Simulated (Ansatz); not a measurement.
Run this with Ansatz's Python interface and show what comes out.

`ch5bos.xyz`
```text
9

C     0.21769    0.85792   -0.66519
B     0.09693   -0.49814    0.14741
O     0.86358   -1.53507   -0.17889
S    -1.09697   -0.64569    1.52724
H    -0.71163    1.09499   -1.18059
H     0.44027    1.70143   -0.01405
H     1.00293    0.79831   -1.41305
H     0.78221   -2.35242    0.31396
H    -1.59501    0.57867    1.46317
```

`scan_ch5bos.py`:
```python
# -*- coding: utf-8 -*-
'''Potential curve of CH5BOS along one bond.'''

import ansatz as az
import numpy as np

geometry = az.Crystal.molecule_from_extxyz('ch5bos.xyz')

symbols = [site.symbol for site in geometry.cartesian_sites]
start = np.array([site.position_ang for site in geometry.cartesian_sites])
axis = (start[2] - start[1]) / np.linalg.norm(start[2] - start[1])
moving = [2, 7]
lengths, energies = [1.171, 1.224, 1.277, 1.33, 1.383, 1.437, 1.49, 1.57], []
for length in lengths:
    xyz = start.copy()
    xyz[moving] += (length - np.linalg.norm(start[2] - start[1])) * axis
    point = az.Crystal.molecule()
    for symbol, place in zip(symbols, xyz):
        point = point.atom(symbol, place.tolist())
    model = point.calculation()
    model = model.basis(gaussian='def2-SVP')
    model = model.functional('B3LYP', dispersion='d4')
    summary = model.run().report
    energies.append(summary['free_energy_ev'])
    print(f'r = {length:6.3f} A  E = {energies[-1]:.5f} eV  <S^2> = {abs(summary["mean_field"]["state"]["spin_squared"]):.3f}')

# quartic fit about the minimum
fit = np.polynomial.Polynomial.fit(lengths, np.array(energies) - min(energies), 4).convert()
roots = [r.real for r in fit.deriv().roots() if abs(r.imag) < 1e-9 and fit.deriv(2)(r.real) > 0]
r_e = min(roots, key=lambda r: abs(r - lengths[int(np.argmin(energies))]))
print(f'minimum of the fit at {r_e:.4f} A, force constant {fit.deriv(2)(r_e):.2f} eV/A^2')
```

Running `python scan_ch5bos.py` prints:
```text
r =  1.171 A  E = -14673.35335 eV  <S^2> = 0.000
r =  1.224 A  E = -14673.94822 eV  <S^2> = 0.000
r =  1.277 A  E = -14674.28075 eV  <S^2> = 0.000
r =  1.330 A  E = -14674.41952 eV  <S^2> = 0.000
r =  1.383 A  E = -14674.41591 eV  <S^2> = 0.000
r =  1.437 A  E = -14674.30573 eV  <S^2> = 0.000
r =  1.490 A  E = -14674.12260 eV  <S^2> = 0.000
r =  1.570 A  E = -14673.75300 eV  <S^2> = 0.000
minimum of the fit at 1.3536 A, force constant 43.86 eV/A^2
```

Reading the output:
- Total energies depend on the basis set; only differences at equal settings carry meaning.
- The rest of the molecule is held rigid at a force-field or estimated start geometry, and the basis set is modest; single-reference methods fail as a bond breaks.
- b3lyp holds the VWN-RPA fit, as in Gaussian; the form of ORCA and Turbomole is b3lyp5.
- The orbitals are restricted, so S² is zero by construction.
- It ran for 17 s on 1 thread of Arm Neoverse V2, on a shared host, peak memory 0.23 GiB.
